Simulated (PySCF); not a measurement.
# SiH2Br2O2 (SMILES O[Si](O)(Br)Br) at 6 levels

Aim: a comparison of 6 runs (HF/STO-3G, CAM-B3LYP/pcseg-1, B3LYP/6-31G*, BP86/6-31G**, MP2/aug-cc-pVDZ) of SiH2Br2O2. 

Program for the calculation: PySCF 2.14.0.

## 1. The structure to begin with

The species is SiH2Br2O2 (7 atoms), meant as a singlet with charge 0. As SMILES, `O[Si](O)(Br)Br`. Geometry: relaxed at PBE0-D4/def2-TZVP. This is one conformer, not always the lowest.

Bond lengths: O1–Si2 1.623 Å, Si2–O3 1.616 Å, Si2–Br4 2.193 Å, Si2–Br5 2.214 Å, O1–H6 0.959 Å, O3–H7 0.960 Å. Angles: O1–Si2–O3 109.0°, O1–Si2–Br4 112.2°, O1–Si2–Br5 108.7°, O3–Si2–Br4 106.5°, O3–Si2–Br5 111.7°, Br4–Si2–Br5 108.7°, Si2–O1–H6 118.2°, Si2–O3–H7 117.6°.

## 2. Energy and gradient at HF/STO-3G (run 1)

job.py reads:

```python
import pyscf.grad
from pyscf import gto

mol = gto.Mole()
mol.atom = '''
O       -0.809200       0.257400       1.134900
Si      -0.037000      -0.070700      -0.254500
O        1.120800      -1.161800       0.030700
Br      -1.368700      -0.955400      -1.755400
Br       0.795500       1.813600      -1.066700
H       -1.407500       1.006700       1.155200
H        1.767400      -0.957800       0.710300
'''
mol.spin = 0
mol.verbose = 3
mol.basis = 'sto-3g'
mol.max_memory = 1860
mol.build()

mf = mol.RHF()
mf.conv_tol = 1e-10
mf.kernel()
if not mf.converged:
    mf = mf.newton().run(mf.mo_coeff, mf.mo_occ)

e_final = mf.e_tot
print('Final energy', e_final)
grad = mf.Gradients().kernel()
dip = mf.dip_moment()
pop, q = mf.mulliken_pop()
```

On the command line:

```
$ OMP_NUM_THREADS=1 python job.py
```

The log of the run:

```text
converged SCF energy = -5523.91830102209
Final energy -5523.918301022095
[... 10 lines left out ...]
Dipole moment(X, Y, Z, Debye):  0.17249,  0.76198,  2.26765
[... 65 lines left out ...]
charge of    6H =      0.20654
```

It took 13 s on 1 thread of Intel Xeon at 2.50GHz (Skylake/Cascade Lake), shared host; peak memory 0.13 GiB.

## 3. Energy and gradient at CAM-B3LYP/pcseg-1 (run 2)

input.py reads:

```python
# O[Si](O)(Br)Br
import pyscf.grad
from pyscf import gto, dft

mol = gto.Mole()
mol.atom = '''
O     -0.809200     0.257400     1.134900
Si    -0.037000    -0.070700    -0.254500
O      1.120800    -1.161800     0.030700
Br    -1.368700    -0.955400    -1.755400
Br     0.795500     1.813600    -1.066700
H     -1.407500     1.006700     1.155200
H      1.767400    -0.957800     0.710300
'''
mol.verbose = 3
mol.basis = 'pcseg-1'
mol.max_memory = 1860
mol.build()

mf = dft.RKS(mol, xc='cam-b3lyp')
mf.conv_tol = 1e-10
mf.grids.level = 5
mf.kernel()
if not mf.converged:
    mf = mf.newton().run(mf.mo_coeff, mf.mo_occ)

etot = mf.e_tot
print('Final energy', etot)
grad = mf.Gradients().kernel()
mf.analyze()
```

On the command line:

```
$ OMP_NUM_THREADS=1 python input.py
```

The log of the run:

```text
converged SCF energy = -5589.2352270834
[... 26 lines left out ...]
MO #15  energy= -8.75201960581281  occ= 2
[... 18 lines left out ...]
MO #34  energy= -2.71687604797012  occ= 2
[... 18 lines left out ...]
MO #53  energy= 0.0697047605295533 occ= 0
[... 18 lines left out ...]
MO #72  energy= 0.588740510559076  occ= 0
[... 18 lines left out ...]
MO #91  energy= 1.18832301786387   occ= 0
[... 18 lines left out ...]
MO #110 energy= 3.55036168401753   occ= 0
[... 8 lines left out ...]
Dipole moment(X, Y, Z, Debye):  0.10656,  1.30445,  1.60731
```

Wall time 6 min (1 thread of Intel Xeon at 2.50GHz (Skylake/Cascade Lake), shared host); peak memory 1.1 GiB.

## 4. Energy and forces at B3LYP/6-31G(d) (spherical functions) (run 3)

mol.xyz reads:

```xyz
7

O     -0.809200     0.257400     1.134900
Si    -0.037000    -0.070700    -0.254500
O      1.120800    -1.161800     0.030700
Br    -1.368700    -0.955400    -1.755400
Br     0.795500     1.813600    -1.066700
H     -1.407500     1.006700     1.155200
H      1.767400    -0.957800     0.710300
```

job.py reads:

```python
from pyscf import gto, dft

system = gto.Mole()
system.atom = 'mol.xyz'
system.spin = 0
system.basis = '6-31g*'
system.verbose = 4
system.charge = 0
system.max_memory = 1860
system.build()

mf = dft.RKS(system)
mf.xc = 'b3lyp'
mf.conv_tol = 1e-10
mf.grids.level = 5
mf.kernel()
if not mf.converged:
    mf = mf.newton().run(mf.mo_coeff, mf.mo_occ)

etot = mf.e_tot
print('E = %.10f Eh' % etot)
grad = mf.nuc_grad_method().kernel()
mf.analyze()
```

On the command line:

```
$ OMP_NUM_THREADS=1 python job.py
```

The log of the run:

```text
PySCF version 2.14.0

[... 110 lines left out ...]
MO #9   energy= -56.333822152902   occ= 2
[... 20 lines left out ...]
MO #30  energy= -2.63333852853854  occ= 2
[... 20 lines left out ...]
MO #51  energy= -0.296922078449512 occ= 2
[... 20 lines left out ...]
MO #72  energy= 0.566700910179896  occ= 0
[... 20 lines left out ...]
MO #93  energy= 1.475154180387     occ= 0
[... 20 lines left out ...]
MO #114 energy= 4.90876290091212   occ= 0
[... 124 lines left out ...]
Dipole moment(X, Y, Z, Debye):  0.14869,  1.16127,  1.90692
```

Run time: 2.5 min. Hardware: 1 thread of Intel Xeon at 2.50GHz (Skylake/Cascade Lake), shared host; peak memory 1.2 GiB.

Runs 4 to 5 aren't shown in full; the table further down has their settings and results.

## 5. Energy and forces at MP2/aug-cc-pVDZ (run 6)

start.xyz reads:

```xyz
7

O     -0.809200     0.257400     1.134900
Si    -0.037000    -0.070700    -0.254500
O      1.120800    -1.161800     0.030700
Br    -1.368700    -0.955400    -1.755400
Br     0.795500     1.813600    -1.066700
H     -1.407500     1.006700     1.155200
H      1.767400    -0.957800     0.710300
```

calc.py reads:

```python
# O[Si](O)(Br)Br
from pyscf import gto, scf, mp

mol = gto.M(
    atom='start.xyz',
    spin=0,
    charge=0,
    max_memory=1860,
    basis='aug-cc-pvdz',
    verbose=3,
)

myscf = scf.RHF(mol)
myscf.conv_tol = 1e-10
myscf.kernel()
if not myscf.converged:
    myscf = myscf.newton().run(myscf.mo_coeff, myscf.mo_occ)

pt = mp.MP2(myscf, frozen=25).run()
energy = pt.e_tot
print('E = %.10f Eh' % energy)
grad = pt.nuc_grad_method().kernel()
myscf.analyze()
```

On the command line:

```
$ OMP_NUM_THREADS=1 python calc.py
```

The log of the run:

```text
converged SCF energy = -5584.82261286679
[... 36 lines left out ...]
MO #23  energy= -4.36765266331506  occ= 2
[... 27 lines left out ...]
MO #51  energy= -0.419139929637405 occ= 2
[... 27 lines left out ...]
MO #79  energy= 0.331573602022987  occ= 0
[... 27 lines left out ...]
MO #107 energy= 0.86450678654589   occ= 0
[... 27 lines left out ...]
MO #135 energy= 1.47229402345463   occ= 0
[... 27 lines left out ...]
MO #163 energy= 4.23822792803251   occ= 0
[... 8 lines left out ...]
Dipole moment(X, Y, Z, Debye):  0.15117,  1.14011,  1.64225
```

It took 5.9 min on 1 thread of Intel Xeon at 2.50GHz (Skylake/Cascade Lake), shared host; peak memory 2 GiB.

## 6. The series

| run | level | integration grid | Cartesian functions | energy (Eh) | dipole moment (D) of the reference | HOMO energy (eV) | LUMO energy (eV) | wall time |
| --- | --- | --- | --- | --- | --- | --- | --- | --- |
| 1 | HF/STO-3G | – | no | -5523.918301 | 2.40 | -8.68 | 7.70 | 13 s |
| 2 | CAM-B3LYP/pcseg-1 | 5 | no | -5589.235227 | 2.07 | -9.74 | 0.96 | 6 min |
| 3 | B3LYP/6-31G* (spherical functions) | 5 | no | -5589.064621 | 2.24 | -8.08 | -0.41 | 2.5 min |
| 4 | BP86/6-31G** (spherical functions) | 5 | no | -5589.580273 | 2.23 | -7.14 | -1.19 | 2.4 min |
| 5 | B3LYP/6-31G* (Cartesian functions) | 5 | yes | -5589.086123 | 2.23 | -8.08 | -0.42 | 2.4 min |
| 6 | MP2/aug-cc-pVDZ | – | no | -5585.597649 | 2.00 | -11.41 | 0.86 | 5.9 min |

## 7. Summary of results

```
                                           quantity           value
                                run 6: total energy  -5585.59765 Eh
        run 6: dipole moment (Hartree–Fock density)          2.00 D
         run 6: HOMO energy (Hartree–Fock orbitals)       -11.41 eV
         run 6: LUMO energy (Hartree–Fock orbitals)         0.86 eV
       run 6: HOMO–LUMO gap (Hartree–Fock orbitals)        12.26 eV
run 6: correlation energy (25 core orbitals frozen)      -775.0 mEh
                    run 6: largest force on an atom      1.643 eV/Å
```

In words: Over runs 1, 2, 3, 4, 5 the dipole moment (its size) runs from 2.07 D (CAM-B3LYP/pcseg-1) to 2.40 D (HF/STO-3G). The two ends differ in method and basis. Over runs 1, 2, 3, 4, 5 the HOMO–LUMO gap runs from 5.95 eV (BP86/6-31G**) to 16.38 eV (HF/STO-3G). Totals of different functionals can't be ranked against each other. In run 1 the basis is minimal, so the values are rough. All runs together took 19 min, the longest 6 min.
